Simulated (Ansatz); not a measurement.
# SiH₃Cl + GeH₃ radical: a complex and its separated parts

The complex below is one end of an elementary step. How strongly is it bound against its free parts?

Method: PBE0-D4/def2-TZVP structures, single points in def2-TZVPP, no counterpoise correction; program: Ansatz 0.2.0, Gaussian basis.

Levels: SPW92, PBE-D4, BLYP-D4, r2SCAN-D4, B97M-V, PBE0-D4, B3LYP-D4, r2SCAN0-D4, BHLYP-D4, CAM-B3LYP-D4, wB97X-V, wB97M-V, B2PLYP, PBE-QIDH, RPA on PBE, Hartree-Fock, MP2, CCSD, CCSD(T).

Correlated methods freeze the cores. Filled d shells of the heavier atoms are correlated. Orbitals are unrestricted. B3LYP uses VWN-RPA correlation. B2PLYP carries no dispersion term here.

95 further runs of the same task are left out: 1 that didn't finish, 94 set aside as unsound or not needed.

## (1) The starting structure

The complex: 9 atoms, charge 0, spin multiplicity 2.

Atoms are counted from 1 here; the program's logs count them from 0.

Bond lengths: Cl1–Si2 2.055 Å, Si2–H4 1.481 Å, Si2–H5 1.481 Å, Si2–H6 1.481 Å, Ge3–H7 1.539 Å, Ge3–H8 1.539 Å, Ge3–H9 1.539 Å. Angles: Cl1–Si2–H4 108.5°, Cl1–Si2–H5 108.5°, Cl1–Si2–H6 108.5°, H4–Si2–H5 110.4°, H4–Si2–H6 110.4°, H5–Si2–H6 110.4°, H7–Ge3–H8 111.0°, H7–Ge3–H9 111.0°, H8–Ge3–H9 111.0°.

Coordinates:

```xyz
9
ClGeH6Si
Cl    0.2376   -0.7404    0.3562
Si    0.7973   -2.5163    1.2249
Ge   -0.8571    2.7013   -1.3122
H     1.1196   -2.2631    2.6479
H     1.9863   -3.0354    0.5110
H    -0.3293   -3.4707    1.1129
H    -2.3117    2.9943   -0.9025
H     0.0931    3.7991   -0.8010
H    -0.7359    2.5313   -2.8373
```

Its parts: SiH₃Cl holds atoms 1, 2, 4, 5, 6; GeH₃ radical holds atoms 3, 7, 8, 9. Each part counts its atoms afresh in its own runs.

## (2) Relaxing SiH₃Cl alone

File relax-a/in.yaml:

```yaml
crystal:
  periodic: [false, false, false]
  atoms:
    - {symbol: Cl, position_ang: [0.237559, -0.740373, 0.356214]}
    - {symbol: Si, position_ang: [0.797336, -2.516318, 1.224940]}
    - {symbol: H, position_ang: [1.119608, -2.263082, 2.647895]}
    - {symbol: H, position_ang: [1.986300, -3.035350, 0.510963]}
    - {symbol: H, position_ang: [-0.329331, -3.470707, 1.112900]}
basis:
  gaussian: {orbitals: def2-TZVP}
hamiltonian: {xc: pbe0, dispersion: d4}
relax: {f_tol: 0.005, max_steps: 200}
```

Started as:

```
ansatz run in.yaml --threads 8 --pin off --events-out ev --progress --plain --max-ram 19148MiB
```

Log, shortened:

```text
Functional definition: PBE0
  name "PBE0"
  cite "Adamo & Barone, J. Chem. Phys. 110, 6158 (1999) doi:10.1063/1.478522"
  cite "Perdew, Burke & Ernzerhof, Phys. Rev. Lett. 77, 3865 (1996) doi:10.1103/PhysRevLett.77.3865"
  parent pbe
[...]
668 factors; their error is unknown
[...]
mean field -20443.33418956 eV, -751.2786744766 hartree, gradient 1.5e-5 eV, S^2 0.000000; 0 other end points of the search recorded, 0 dependent functions left out
[...]
reference -20443.33421597 eV, -751.2786754472 hartree; 17, 17 occupied and 75, 75 virtual orbitals, 668 factors
[...]
reference -20443.33422105 eV, -751.2786756340 hartree; 17, 17 occupied and 75, 75 virtual orbitals, 668 factors
Total energy: -20443.39653960 eV, -751.2809657986 hartree
Atom 0 at     0.237959    -0.741592     0.356760 Å, force    -0.000479     0.001452    -0.000653 eV/Å
Atom 1 at     0.797359    -2.516425     1.225018 Å, force    -0.000726     0.002443    -0.001302 eV/Å
Atom 2 at     1.119503    -2.262611     2.647829 Å, force     0.000287    -0.001608     0.000005 eV/Å
Atom 3 at     1.986253    -3.034876     0.510646 Å, force    -0.000128    -0.001276     0.001134 eV/Å
Atom 4 at    -0.329602    -3.470325     1.112659 Å, force     0.001046    -0.001011     0.000815 eV/Å
Dipole moment:     0.071529    -0.226952     0.111035 e Å
```

Run time: 0.95 s. Hardware: 8 threads of Arm Neoverse V2, shared host.

Relaxation path:

```tsv
step	energy from step 1 (eV)	largest force component (eV/Å)
1	0.0000	0.0203
2	0.0000	0.0024
```

Distances of close pairs at the start and the end, largest changes first:

```tsv
bond	before (Å)	after (Å)	change (Å)
Cl1–Si2	2.055	2.053	-0.001
Si2–H4	1.481	1.481	-0.000
Si2–H3	1.481	1.481	-0.000
Si2–H5	1.481	1.481	-0.000
```

## (3) Relaxing GeH₃ radical alone

File relax-b/in.yaml:

```yaml
crystal:
  periodic: [false, false, false]
  atoms:
    - {symbol: Ge, position_ang: [-0.857112, 2.701257, -1.312221]}
    - {symbol: H, position_ang: [-2.311700, 2.994298, -0.902454]}
    - {symbol: H, position_ang: [0.093136, 3.799107, -0.801000]}
    - {symbol: H, position_ang: [-0.735898, 2.531269, -2.837336]}
basis:
  gaussian: {orbitals: def2-TZVP}
magnetization: {spin_polarized: true, initial_magnetization: 1}
hamiltonian: {xc: pbe0, dispersion: d4}
relax: {f_tol: 0.005, max_steps: 200}
```

Started as:

```
ansatz run in.yaml --threads 8 --pin off --events-out ev --progress --plain --max-ram 19148MiB
```

Log, shortened:

```text
[... 5 set-up lines as earlier in the session ...]
[...]
533 factors; their error is unknown
[...]
mean field -56558.31506021 eV, -2078.4797418597 hartree, gradient 5.9e-5 eV, S^2 0.752128; 0 other end points of the search recorded, 0 dependent functions left out
[...]
Total energy: -56558.34222697 eV, -2078.4807402197 hartree
Atom 0 at    -0.857801     2.703438    -1.313289 Å, force     0.000045    -0.000154     0.000098 eV/Å
Atom 1 at    -2.312330     2.993492    -0.901707 Å, force     0.003342     0.000344    -0.001565 eV/Å
Atom 2 at     0.094065     3.798822    -0.800192 Å, force    -0.002744    -0.001690    -0.001816 eV/Å
Atom 3 at    -0.735508     2.530178    -2.837822 Å, force    -0.000643     0.001500     0.003283 eV/Å
Dipole moment:     0.001934    -0.006160     0.003048 e Å
```

Wall time 0.85 s (8 threads of Arm Neoverse V2, shared host).

Step by step:

```tsv
step	energy from step 1 (eV)	largest force component (eV/Å)
1	0.0000	0.0142
2	0.0000	0.0033
```

Close pairs (by a distance rule), those that changed most:

```tsv
bond	before (Å)	after (Å)	change (Å)
Ge1–H2	1.539	1.539	-0.000
Ge1–H3	1.539	1.539	-0.000
Ge1–H4	1.539	1.539	-0.000
```

## (4) SPW92/def2-TZVPP

File parta/in.yaml:

```yaml
crystal:
  periodic: [false, false, false]
  atoms:
    - {symbol: Cl, position_ang: [0.237959, -0.741592, 0.356760]}
    - {symbol: Si, position_ang: [0.797359, -2.516425, 1.225018]}
    - {symbol: H, position_ang: [1.119503, -2.262611, 2.647829]}
    - {symbol: H, position_ang: [1.986253, -3.034876, 0.510646]}
    - {symbol: H, position_ang: [-0.329602, -3.470325, 1.112659]}
basis:
  gaussian: {orbitals: def2-TZVPP}
hamiltonian: {xc: lda}
```

File partb/in.yaml:

```yaml
crystal:
  periodic: [false, false, false]
  atoms:
    - {symbol: Ge, position_ang: [-0.857801, 2.703438, -1.313289]}
    - {symbol: H, position_ang: [-2.312330, 2.993492, -0.901707]}
    - {symbol: H, position_ang: [0.094065, 3.798822, -0.800192]}
    - {symbol: H, position_ang: [-0.735508, 2.530178, -2.837822]}
basis:
  gaussian: {orbitals: def2-TZVPP}
magnetization: {spin_polarized: true, initial_magnetization: 1}
hamiltonian: {xc: lda}
```

One command serves all of them, each in its own folder.

Started as:

```
ansatz run in.yaml --threads 8 --pin off --events-out ev --progress --plain --max-ram 19148MiB
```

Output in parta, shortened:

```text
Functional definition: SPW92
  name "SPW92"
  cite "Dirac, Proc. Camb. Phil. Soc. 26, 376 (1930) doi:10.1017/S0305004100016108"
  cite "Slater, Phys. Rev. 81, 385 (1951) doi:10.1103/PhysRev.81.385"
  cite "Perdew & Wang, Phys. Rev. B 45, 13244 (1992) doi:10.1103/PhysRevB.45.13244"
[...]
759 factors; their error is unknown
[...]
mean field -20377.82345208 eV, -748.8711992790 hartree, gradient 3.4e-5 eV, S^2 0.000000; 0 other end points of the search recorded, 0 dependent functions left out
reference -20377.82348429 eV, -748.8712004627 hartree; 17, 17 occupied and 109, 109 virtual orbitals, 759 factors
Total energy: -20377.82348429 eV, -748.8712004627 hartree
```

Output in partb, shortened:

```text
[... 5 set-up lines as earlier in the session ...]
[...]
535 factors; their error is unknown
[...]
mean field -56478.45191413 eV, -2075.5448253745 hartree, gradient 9.8e-6 eV, S^2 0.750988; 0 other end points of the search recorded, 0 dependent functions left out
reference -56478.45194177 eV, -2075.5448263905 hartree; 18, 17 occupied and 72, 73 virtual orbitals, 535 factors
Total energy: -56478.45194177 eV, -2075.5448263905 hartree
```

Times: 0.25 s (parta), 0.25 s (partb) on 8 threads of Arm Neoverse V2, shared host.

## (5) PBE-D4/def2-TZVPP

Each input of step 4 (parta, partb) changes in the same lines:

```diff
-hamiltonian: {xc: lda}
+hamiltonian: {xc: pbe, dispersion: d4}
```

The same command starts each run, in its folder.

Started as:

```
ansatz run in.yaml --threads 8 --pin off --events-out ev --progress --plain --max-ram 19148MiB
```

parta printed, shortened:

```text
Functional definition: PBE
  name "PBE"
[... 2 set-up lines as earlier in the session ...]
[...]
759 factors; their error is unknown
[...]
mean field -20441.42552622 eV, -751.2085323928 hartree, gradient 1.9e-5 eV, S^2 0.000000; 0 other end points of the search recorded, 0 dependent functions left out
reference -20441.42556051 eV, -751.2085336529 hartree; 17, 17 occupied and 109, 109 virtual orbitals, 759 factors
Total energy: -20441.50052099 eV, -751.2112883998 hartree
```

Log of partb, shortened:

```text
[... 4 set-up lines as earlier in the session ...]
[...]
535 factors; their error is unknown
[...]
mean field -56556.73728521 eV, -2078.4217596981 hartree, gradient 9.6e-6 eV, S^2 0.751793; 0 other end points of the search recorded, 0 dependent functions left out
reference -56556.73731582 eV, -2078.4217608231 hartree; 18, 17 occupied and 72, 73 virtual orbitals, 535 factors
Total energy: -56556.77039848 eV, -2078.4229765884 hartree
```

Wall times: 0.35 s (parta), 0.35 s (partb) on 8 threads of Arm Neoverse V2, shared host.

## (6) BLYP-D4/def2-TZVPP

The same edit goes into each in.yaml of step 5 (parta, partb):

```diff
-hamiltonian: {xc: pbe, dispersion: d4}
+hamiltonian: {xc: {name: BLYP}, dispersion: d4}
```

The same command starts each run, in its folder.

Started as:

```
ansatz run in.yaml --threads 8 --pin off --events-out ev --progress --plain --max-ram 19148MiB
```

Output in parta, shortened:

```text
Functional definition: BLYP
  name "BLYP"
  cite "Becke, Phys. Rev. A 38, 3098 (1988) doi:10.1103/PhysRevA.38.3098"
  cite "Lee, Yang & Parr, Phys. Rev. B 37, 785 (1988) doi:10.1103/PhysRevB.37.785"
[...]
759 factors; their error is unknown
[...]
mean field -20450.55186761 eV, -751.5439192528 hartree, gradient 4.1e-5 eV, S^2 0.000000; 0 other end points of the search recorded, 0 dependent functions left out
reference -20450.55216670 eV, -751.5439302440 hartree; 17, 17 occupied and 109, 109 virtual orbitals, 759 factors
Total energy: -20450.72010271 eV, -751.5501017786 hartree
```

Output in partb, shortened:

```text
[... 4 set-up lines as earlier in the session ...]
[...]
535 factors; their error is unknown
[...]
mean field -56566.91918204 eV, -2078.7959375051 hartree, gradient 1.3e-5 eV, S^2 0.751042; 0 other end points of the search recorded, 0 dependent functions left out
reference -56566.91944330 eV, -2078.7959471060 hartree; 18, 17 occupied and 72, 73 virtual orbitals, 535 factors
Total energy: -56566.99565445 eV, -2078.7987478142 hartree
```

Wall times: 0.35 s (parta), 0.35 s (partb) on 8 threads of Arm Neoverse V2, shared host.

## (7) r2SCAN-D4/def2-TZVPP

Each input of step 6 (parta, partb) changes in the same lines:

```diff
-hamiltonian: {xc: {name: BLYP}, dispersion: d4}
+hamiltonian: {xc: r2scan, dispersion: d4}
```

The same command starts each run, in its folder.

Started as:

```
ansatz run in.yaml --threads 8 --pin off --events-out ev --progress --plain --max-ram 19148MiB
```

Log of parta, shortened:

```text
Functional definition: r2SCAN
  name "r2SCAN"
  cite "Furness, Kaplan, Ning, Perdew & Sun, J. Phys. Chem. Lett. 11, 8208 (2020) doi:10.1021/acs.jpclett.0c02405"
  cite "Furness, Kaplan, Ning, Perdew & Sun, J. Phys. Chem. Lett. 11, 9248 (2020) doi:10.1021/acs.jpclett.0c03077"
  parent r2scan
[...]
759 factors; their error is unknown
[...]
mean field -20449.27883157 eV, -751.4971360413 hartree, gradient 5.0e-5 eV, S^2 0.000000; 0 other end points of the search recorded, 0 dependent functions left out
reference -20449.27884144 eV, -751.4971364039 hartree; 17, 17 occupied and 109, 109 virtual orbitals, 759 factors
Total energy: -20449.29512655 eV, -751.4977348708 hartree
```

Output in partb, shortened:

```text
[... 5 set-up lines as earlier in the session ...]
[...]
535 factors; their error is unknown
[...]
mean field -56565.29060028 eV, -2078.7360882292 hartree, gradient 2.3e-5 eV, S^2 0.753681; 0 other end points of the search recorded, 0 dependent functions left out
reference -56565.29061044 eV, -2078.7360886025 hartree; 18, 17 occupied and 72, 73 virtual orbitals, 535 factors
Total energy: -56565.29782057 eV, -2078.7363535701 hartree
```

Times: 0.75 s (parta), 0.8 s (partb) on 8 threads of Arm Neoverse V2, shared host.

## (8) B97M-V/def2-TZVPP

Each input of step 7 (parta, partb) changes in the same lines:

```diff
-hamiltonian: {xc: r2scan, dispersion: d4}
+hamiltonian: {xc: {name: B97M-V}}
```

The same command starts each run, in its folder.

Started as:

```
ansatz run in.yaml --threads 8 --pin off --events-out ev --progress --plain --max-ram 19148MiB
```

Log of parta, shortened:

```text
Functional definition: B97M-V
  name "B97M-V"
  cite "Mardirossian & Head-Gordon, J. Chem. Phys. 142, 074111 (2015) doi:10.1063/1.4907719"
  cite "Becke, J. Chem. Phys. 107, 8554 (1997) doi:10.1063/1.475007"
  cite "Vydrov & Van Voorhis, J. Chem. Phys. 133, 244103 (2010) doi:10.1063/1.3521275"
  # Of w^i u^j: cxij and so on, Table III.
[...]
  gx(w, u) = cx00 + cx01*u + cx02*u^2 + (cx10 + cx11*u)*w
[...]
  gos(w, u) = cos00 + cos01*u + cos03*u^3 + cos10*w + cos32*w^3*u^2
[...]
      + integral(e_c_pw_mod_opposite_spin*gos(b97_w_opposite, b97_u_opposite)) + vv10(b, c)
759 factors; their error is unknown
[...]
mean field -20445.62343756 eV, -751.3628027890 hartree, gradient 3.6e-5 eV, S^2 0.000000; 0 other end points of the search recorded, 0 dependent functions left out
reference -20445.62348773 eV, -751.3628046327 hartree; 17, 17 occupied and 109, 109 virtual orbitals, 759 factors
Total energy: -20445.62348773 eV, -751.3628046327 hartree
```

Log of partb, shortened:

```text
[... 5 set-up lines as earlier in the session ...]
  # Of w^i u^j: cxij and so on, Table III.
[...]
  gx(w, u) = cx00 + cx01*u + cx02*u^2 + (cx10 + cx11*u)*w
[...]
  gos(w, u) = cos00 + cos01*u + cos03*u^3 + cos10*w + cos32*w^3*u^2
[...]
      + integral(e_c_pw_mod_opposite_spin*gos(b97_w_opposite, b97_u_opposite)) + vv10(b, c)
535 factors; their error is unknown
[...]
mean field -56554.99574670 eV, -2078.3577593381 hartree, gradient 1.7e-5 eV, S^2 0.751681; 0 other end points of the search recorded, 0 dependent functions left out
reference -56554.99579018 eV, -2078.3577609363 hartree; 18, 17 occupied and 72, 73 virtual orbitals, 535 factors
Total energy: -56554.99579018 eV, -2078.3577609363 hartree
```

Times: 1.1 s (parta), 1.1 s (partb) on 8 threads of Arm Neoverse V2, shared host.

## (9) PBE0-D4/def2-TZVPP

The same edit goes into each in.yaml of step 8 (parta, partb):

```diff
-hamiltonian: {xc: {name: B97M-V}}
+hamiltonian: {xc: pbe0, dispersion: d4}
+output: {orbitals: {seedname: orbitals}}
```

The same command starts each run, in its folder.

Started as:

```
ansatz run in.yaml --threads 8 --pin off --events-out ev --progress --plain --max-ram 19148MiB
```

parta printed, shortened:

```text
[... 5 set-up lines as earlier in the session ...]
[...]
793 factors; their error is unknown
[...]
mean field -20443.34834259 eV, -751.2791945909 hartree, gradient 2.5e-5 eV, S^2 0.000000; 0 other end points of the search recorded, 0 dependent functions left out
reference -20443.34836856 eV, -751.2791955455 hartree; 17, 17 occupied and 109, 109 virtual orbitals, 793 factors
Total energy: -20443.41068712 eV, -751.2814857100 hartree
```

Log of partb, shortened:

```text
[... 5 set-up lines as earlier in the session ...]
[...]
578 factors; their error is unknown
[...]
mean field -56558.33622715 eV, -2078.4805197304 hartree, gradient 6.4e-5 eV, S^2 0.752225; 0 other end points of the search recorded, 0 dependent functions left out
reference -56558.33625027 eV, -2078.4805205802 hartree; 18, 17 occupied and 72, 73 virtual orbitals, 578 factors
Total energy: -56558.36337037 eV, -2078.4815172256 hartree
```

They took 0.4 s (parta), 0.4 s (partb) on 8 threads of Arm Neoverse V2, shared host.

## (10) B3LYP-D4/def2-TZVPP

The same edit goes into each in.yaml of step 9 (parta, partb):

```diff
-hamiltonian: {xc: pbe0, dispersion: d4}
-output: {orbitals: {seedname: orbitals}}
+hamiltonian: {xc: {name: B3LYP}, dispersion: d4}
```

Each run has its own folder and the same command.

Started as:

```
ansatz run in.yaml --threads 8 --pin off --events-out ev --progress --plain --max-ram 19148MiB
```

Log of parta, shortened:

```text
Functional definition: B3LYP
  name "B3LYP"
  cite "Stephens, Devlin, Chabalowski & Frisch, J. Phys. Chem. 98, 11623 (1994) doi:10.1021/j100096a001"
[... 2 set-up lines as earlier in the session ...]
  cite "Vosko, Wilk & Nusair, Can. J. Phys. 58, 1200 (1980) doi:10.1139/p80-159"
[...]
781 factors; their error is unknown
[...]
mean field -20452.02730743 eV, -751.5981406660 hartree, gradient 2.6e-5 eV, S^2 0.000000; 0 other end points of the search recorded, 0 dependent functions left out
reference -20452.02753184 eV, -751.5981489131 hartree; 17, 17 occupied and 109, 109 virtual orbitals, 781 factors
Total energy: -20452.15062366 eV, -751.6026724539 hartree
```

Output in partb, shortened:

```text
[... 6 set-up lines as earlier in the session ...]
[...]
566 factors; their error is unknown
[...]
mean field -56567.01013608 eV, -2078.7992800044 hartree, gradient 6.6e-6 eV, S^2 0.751327; 0 other end points of the search recorded, 0 dependent functions left out
reference -56567.01033217 eV, -2078.7992872106 hartree; 18, 17 occupied and 72, 73 virtual orbitals, 566 factors
Total energy: -56567.06447747 eV, -2078.8012770134 hartree
```

They took 0.45 s (parta), 0.4 s (partb) on 8 threads of Arm Neoverse V2, shared host.

## (11) r2SCAN0-D4/def2-TZVPP

Each input of step 10 (parta, partb) changes in the same lines:

```diff
-hamiltonian: {xc: {name: B3LYP}, dispersion: d4}
+hamiltonian: {xc: {name: r2SCAN0}, dispersion: d4}
```

One command serves all of them, each in its own folder.

Started as:

```
ansatz run in.yaml --threads 8 --pin off --events-out ev --progress --plain --max-ram 19148MiB
```

Log of parta, shortened:

```text
Functional definition: r2SCAN0
  name "r2SCAN0"
  cite "Bursch, Neugebauer, Ehlert & Grimme, J. Chem. Phys. 156, 134105 (2022) doi:10.1063/5.0086040"
[... 3 set-up lines as earlier in the session ...]
[...]
793 factors; their error is unknown
[...]
mean field -20449.12839754 eV, -751.4916076924 hartree, gradient 3.3e-5 eV, S^2 0.000000; 0 other end points of the search recorded, 0 dependent functions left out
reference -20449.12840540 eV, -751.4916079814 hartree; 17, 17 occupied and 109, 109 virtual orbitals, 793 factors
Total energy: -20449.14796849 eV, -751.4923269115 hartree
```

Log of partb, shortened:

```text
[... 6 set-up lines as earlier in the session ...]
[...]
578 factors; their error is unknown
[...]
mean field -56564.80175456 eV, -2078.7181234805 hartree, gradient 6.8e-5 eV, S^2 0.753586; 0 other end points of the search recorded, 0 dependent functions left out
reference -56564.80176255 eV, -2078.7181237740 hartree; 18, 17 occupied and 72, 73 virtual orbitals, 578 factors
Total energy: -56564.81026494 eV, -2078.7184362312 hartree
```

Wall times: 0.85 s (parta), 0.8 s (partb) on 8 threads of Arm Neoverse V2, shared host.

## (12) BHLYP-D4/def2-TZVPP

The same edit goes into each in.yaml of step 11 (parta, partb):

```diff
-hamiltonian: {xc: {name: r2SCAN0}, dispersion: d4}
+hamiltonian: {xc: {name: BHLYP}, dispersion: d4}
```

The same command starts each run, in its folder.

Started as:

```
ansatz run in.yaml --threads 8 --pin off --events-out ev --progress --plain --max-ram 19148MiB
```

Output in parta, shortened:

```text
Functional definition: BHLYP
  name "BHLYP"
  cite "Becke, J. Chem. Phys. 98, 1372 (1993) doi:10.1063/1.464304"
[... 2 set-up lines as earlier in the session ...]
[...]
831 factors; their error is unknown
[...]
mean field -20450.95222836 eV, -751.5586322390 hartree, gradient 3.0e-5 eV, S^2 0.000000; 0 other end points of the search recorded, 0 dependent functions left out
reference -20450.95238134 eV, -751.5586378607 hartree; 17, 17 occupied and 109, 109 virtual orbitals, 831 factors
Total energy: -20451.05058321 eV, -751.5622467129 hartree
```

partb printed, shortened:

```text
[... 5 set-up lines as earlier in the session ...]
[...]
637 factors; their error is unknown
[...]
mean field -56565.00557540 eV, -2078.7256137582 hartree, gradient 7.7e-5 eV, S^2 0.751874; 0 other end points of the search recorded, 0 dependent functions left out
reference -56565.00570876 eV, -2078.7256186592 hartree; 18, 17 occupied and 72, 73 virtual orbitals, 637 factors
Total energy: -56565.04548519 eV, -2078.7270804157 hartree
```

Wall times: 0.4 s (parta), 0.4 s (partb) on 8 threads of Arm Neoverse V2, shared host.

## (13) CAM-B3LYP-D4/def2-TZVPP

The same edit goes into each in.yaml of step 12 (parta, partb):

```diff
-hamiltonian: {xc: {name: BHLYP}, dispersion: d4}
+hamiltonian: {xc: {name: CAM-B3LYP}, dispersion: d4}
```

One command serves all of them, each in its own folder.

Started as:

```
ansatz run in.yaml --threads 8 --pin off --events-out ev --progress --plain --max-ram 19148MiB
```

Log of parta, shortened:

```text
Functional definition: CAM-B3LYP
  name "CAM-B3LYP"
  cite "Yanai, Tew & Handy, Chem. Phys. Lett. 393, 51 (2004) doi:10.1016/j.cplett.2004.06.011"
  cite "Iikura, Tsuneda, Yanai & Hirao, J. Chem. Phys. 115, 3540 (2001) doi:10.1063/1.1383587"
[... 2 set-up lines as earlier in the session ...]
[...]
  # Exact exchange under (alpha + beta erf(omega r))/r, Becke's under what is left of 1/r.
[...]
781 factors; their error is unknown
171 factors; integrals over basis functions are off by at most 1.5e-5 eV
[...]
mean field -20451.42963550 eV, -751.5761766279 hartree, gradient 2.1e-5 eV, S^2 0.000000; 0 other end points of the search recorded, 0 dependent functions left out
reference -20451.42974469 eV, -751.5761806404 hartree; 17, 17 occupied and 109, 109 virtual orbitals, 781 factors
Total energy: -20451.49298016 eV, -751.5785045009 hartree
```

partb printed, shortened:

```text
[... 6 set-up lines as earlier in the session ...]
[...]
  # Exact exchange under (alpha + beta erf(omega r))/r, Becke's under what is left of 1/r.
[...]
566 factors; their error is unknown
144 factors; integrals over basis functions are off by at most 1.0e-5 eV
[...]
mean field -56568.80743896 eV, -2078.8653296670 hartree, gradient 1.2e-5 eV, S^2 0.751510; 0 other end points of the search recorded, 0 dependent functions left out
reference -56568.80753423 eV, -2078.8653331680 hartree; 18, 17 occupied and 72, 73 virtual orbitals, 566 factors
Total energy: -56568.83462340 eV, -2078.8663286765 hartree
```

Times: 0.45 s (parta), 0.5 s (partb) on 8 threads of Arm Neoverse V2, shared host.

[end of part 1 of 2]
